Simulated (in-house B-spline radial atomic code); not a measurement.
**La²⁸⁺: RPA and G0W0 on different mean-field starts**

Aim: see how far the highest quasi-particle level and the RPA correlation energy of La²⁸⁺ depend on the orbitals that they are built on.

Method: RPA, second order, AC-SOSEX and G0W0 (contour deformation) on a non-relativistic mean field, all electrons; no spin-orbit coupling, Breit or QED terms. Code: an in-house B-spline radial atomic code, version 1.

## Step 1: Starting point

```
element               : lanthanum (Z = 57)
charge                : +28
electrons             : 29
configuration         : [Ar] 3d10 4s1
next ion, run as well : [Ar] 3d10
Hamiltonian           : non-relativistic, point nucleus
starts                : Hartree-Fock, PBE, B3LYP, SCAN
```

Outer shells as boxes (Hund's rule):

La28+
```
[Ar] core
3d [↑↓][↑↓][↑↓][↑↓][↑↓]
4s [↑ ]
```

## Step 2: Run with the Hartree-Fock start

The run's settings:

```ini
Z = 57
electrons = 29.0
configuration = [Ar] 3d10 4s1
hamiltonian = nr
method = hf
lmax = 9
spin_polarised = True
box_radius = 3.2
intervals = 48
```

Run with:

```bash
python run_gw.py task.json out
```

task.json lists these runs, among others, and the program works through them in turn.

Further steps of the session: Run with the PBE start; Run with the B3LYP start; Run with the SCAN start.

Q: Predict the outcome of this session. Wanted: highest level, mean field; highest level, G0W0; RPA correlation energy; RPA+SOSEX.

As calculated:

```
                                       quantity                                                          value
highest level, mean field (range over the runs)                                         -1002.76 to -989.94 eV
      highest level, G0W0 (range over the runs)                                        -1006.09 to -1005.48 eV
                         RPA correlation energy                                       -2.263 to -2.171 hartree
                                      RPA+SOSEX                                     -1.5781 to -1.5200 hartree
    semi-empirical ionisation energy (4s shell)  1039.1 eV (NIST Atomic Spectra Database, ionization energies)
            G0W0 removal energy less that value                                              -33.6 to -33.0 eV
```

**Reading.** G0W0 turns a spread of 12.8 eV among the starts into one of 0.60 eV, 4.7 % of it. Starts without exact exchange bind the level too weakly, through self-interaction, and G0W0 pulls it down by 16 eV. RPA gives the most correlation on PBE and the least on Hartree-Fock (4.1 % apart); over the runs it loosely follows the gap of the start, as smaller excitation energies give more correlation. All runs miss the semi-empirical ionisation energy, 1039.1 eV, by about -33.1 eV (-3.2 %), far more than they differ among themselves. Relativity, left out here, binds an s electron more tightly: it works in the direction of closing this gap. Read as a removal energy, the bare PBE level is off by -49.1 eV (-4.7 %) and the nearest bare level, Hartree-Fock's, by -36.3 eV. As differences of total energies the mean miss over the starts is 33 eV for mean field, 34 eV for RPA, 35 eV for RPA+SOSEX. For so heavy an element the non-relativistic levels are a model, not the real atom's.
